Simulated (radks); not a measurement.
# Ca in [Ar] 4s2: an all-electron calculation

The task here is to estimate one member of a computed series from the others.

Method: Dirac Kohn-Sham, exchange-only PBE, spin-unpolarised, spherical densities, point nucleus. Code: radks (a radial shooting solver on a logarithmic mesh, Libxc functionals) version 1.

## The atom as given

```
element       : calcium (Z = 20)
charge        : 0
electrons     : 20
configuration : [Ar] 4s2
```

Outer shells as boxes (Hund's rule):

Ca
```
[Ar] core
4s [↑↓]
```

Set-up of the first run:

The run's settings:

```text
Z 20
configuration [Ar] 4s2 3d0 4p0
relativity Dirac
functional pbe,
spin unpolarised
j_filling energy
nucleus point
c 137.035999084
```

One of the session's tables, all rows but one given; the rest of the session is left out.

It belongs to the step «Shells». Radial moments (bohr):

```
level      <r>  outermost maximum (interpolated)  90 % within  nodes
1s1/2  0.07684                            0.0503        0.137      0
2s1/2   0.3643                             0.300        0.568      1
2p1/2   0.3261                             0.245        0.539      0
2p3/2   0.3287                             0.247        0.542      0
3s1/2        ?                                 ?            ?      ?
3p1/2    1.270                              1.04         1.97      1
3p3/2    1.278                              1.05         1.98      1
4s1/2    4.115                              3.37         6.27      3
3d3/2    2.565                              1.29         4.86      0
3d5/2    2.577                              1.29         4.89      0
4p1/2    6.059                              4.61         9.54      2
4p3/2    6.099                              4.64         9.60      2
```

Estimate the missing values for 3s1/2.

As computed: <r>: 1.158; outermost maximum (interpolated): 0.993; 90 % within: 1.74; nodes: 2. In the column «<r>» it lies between 2s1/2 (0.3643) and 3p1/2 (1.270).
